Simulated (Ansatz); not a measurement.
# C4H8F2O2Si2: up Jacob's ladder to CCSD(T)

How much do the methods differ for C4H8F2O2Si2? The plan is to run it at one geometry with functionals of several rungs and with coupled cluster, and see how far each lands from CCSD(T) at the basis-set limit for the atomisation energy.

The runs use Ansatz 0.2.0, Gaussian basis; functionals in def2-TZVPP, the program's frozen cores in correlated methods.

Levels to be run: LDA (SPW92), PBE-D4, revPBE-D4, BLYP-D4, r2SCAN-D4, B97M-V, PBE0-D4, B3LYP-D4, r2SCANh-D4, r2SCAN0-D4, HSE06-D4, BHLYP-D4, CAM-B3LYP-D4, LC-ωPBE, ωB97X-V, ωB97M-V, B2PLYP, PBE-QIDH; CCSD(T)/def2-SVP; CCSD(T)/def2-TZVPP; MP2/def2-QZVPP; extrapolation to the limit; RPA on PBE.

## Step 1: The geometry

An earlier PBE0-D4 in a triple-zeta def2 set relaxation fixed the geometry.

18 atoms, charge 0, spin multiplicity 1.

Atoms are counted from 1 here; the program's logs count them from 0.

Bond lengths: C1–O2 1.415 Å, C1–H11 1.093 Å, C1–H12 1.090 Å, C1–H13 1.094 Å, O2–Si3 1.615 Å, Si3–F4 1.593 Å, Si3–C5 1.827 Å, Si3–H14 1.469 Å, C5–C6 1.214 Å, C6–Si7 1.827 Å, Si7–F8 1.593 Å, Si7–O9 1.615 Å, Si7–H15 1.469 Å, O9–C10 1.415 Å, C10–H16 1.090 Å, C10–H17 1.094 Å, C10–H18 1.093 Å. Angles: O2–C1–H11 110.6°, O2–C1–H12 108.0°, O2–C1–H13 111.3°, H11–C1–H12 108.9°, H11–C1–H13 109.1°, H12–C1–H13 108.9°, C1–O2–Si3 126.7°, O2–Si3–F4 111.4°, O2–Si3–C5 110.3°, O2–Si3–H14 107.9°, F4–Si3–C5 106.1°, F4–Si3–H14 108.6°, C5–Si3–H14 112.6°, Si3–C5–C6 178.3°, C5–C6–Si7 178.3°, C6–Si7–F8 106.1°, C6–Si7–O9 110.3°, C6–Si7–H15 112.6° and more.

## Step 2: LDA

This LDA is Slater exchange with PW92 correlation.

Contents of in.yaml:

```yaml
crystal:
  periodic: [false, false, false]
  atoms:
    - {symbol: C, position_ang: [-0.232223, 1.165442, -3.295453]}
    - {symbol: O, position_ang: [1.029430, 0.544507, -3.140225]}
    - {symbol: Si, position_ang: [1.438673, -0.544360, -2.020596]}
    - {symbol: F, position_ang: [0.743188, -1.950409, -2.295382]}
    - {symbol: C, position_ang: [0.860296, -0.007121, -0.372849]}
    - {symbol: C, position_ang: [0.483025, 0.383438, 0.712810]}
    - {symbol: Si, position_ang: [-0.058203, 0.929839, 2.370141]}
    - {symbol: F, position_ang: [-1.389807, 1.773438, 2.143549]}
    - {symbol: O, position_ang: [-0.324386, -0.347174, 3.321522]}
    - {symbol: C, position_ang: [-1.044585, -1.517458, 2.985051]}
    - {symbol: H, position_ang: [-0.937565, 0.486171, -3.781140]}
    - {symbol: H, position_ang: [-0.098668, 2.045826, -3.924396]}
    - {symbol: H, position_ang: [-0.643076, 1.478122, -2.330587]}
    - {symbol: H, position_ang: [2.895794, -0.722636, -2.077072]}
    - {symbol: H, position_ang: [0.933209, 1.787091, 3.033759]}
    - {symbol: H, position_ang: [-0.794429, -2.287666, 3.714888]}
    - {symbol: H, position_ang: [-0.777250, -1.875396, 1.986089]}
    - {symbol: H, position_ang: [-2.120920, -1.330354, 3.021591]}
basis:
  gaussian: {orbitals: def2-TZVPP}
hamiltonian: {xc: lda}
output: {orbitals: {seedname: orbitals}}
```

Further steps of the session: PBE-D4 (GGA); revPBE-D4 (GGA); BLYP-D4 (GGA); r2SCAN-D4 (meta-GGA); B97M-V (meta-GGA); PBE0-D4 (hybrid); B3LYP-D4 (hybrid); r2SCANh-D4 (hybrid); r2SCAN0-D4 (hybrid); HSE06-D4 (hybrid); BHLYP-D4 (hybrid); CAM-B3LYP-D4 (range-separated); LC-ωPBE (range-separated); ωB97X-V (range-separated); ωB97M-V (range-separated); B2PLYP (double hybrid); PBE-QIDH (double hybrid); CCSD(T) in def2-SVP; CCSD(T) in def2-TZVPP; MP2 in def2-QZVPP; RPA on PBE orbitals.

Q: Predict the results of all the runs planned. Wanted: atomisation energy, CCSD(T)/CBS; farthest beyond LDA; mean size of error, GGA; mean size of error, meta-GGA; mean size of error, hybrid; mean size of error, range-separated; mean size of error, double hybrid; gap, smallest and largest; T1 diagnostic.

**Answer**, as computed:

| quantity | value |
| --- | --- |
| atomisation energy, CCSD(T)/CBS | 78.760 eV |
| functionals within 0.394 eV (0.5 %) | BLYP-D4, r2SCAN-D4, B97M-V, CAM-B3LYP-D4, ωB97X-V, ωB97M-V |
| farthest beyond LDA | BHLYP-D4 (-2.905 eV) |
| mean size of error, GGA | 0.834 eV |
| mean size of error, meta-GGA | 0.121 eV |
| mean size of error, hybrid | 1.095 eV |
| mean size of error, range-separated | 0.216 eV |
| mean size of error, double hybrid | 0.848 eV |
| gap, smallest and largest | 5.08 eV (LDA (SPW92)), 12.53 eV (LC-ωPBE) |
| T1 diagnostic | 0.0123 |
| triples share of the correlation energy | 3.7 % |

In words: The LDA atomisation energy is off by 11.130 eV (14 %): it overbinds. PBE-D4 misses by +1.166 eV. Double hybrids carry the basis error of their MP2 part in triple zeta, and no dispersion term here, so their miss is partly the set-up's. The rungs meta-GGA, range-separated miss on average by less than the doubt on the reference (0.394 eV), so they tie. Misses under about 0.394 eV are within the doubt on the reference itself, which lacks core-valence correlation, relativity and higher excitations. Hartree-Fock recovers 73 % of the binding; the rest is correlation. CCSD(T) in def2-SVP is off by -5.157 eV, which most functionals beat. Orbital gaps span 5.1 to 12.5 eV; exact exchange widens them.
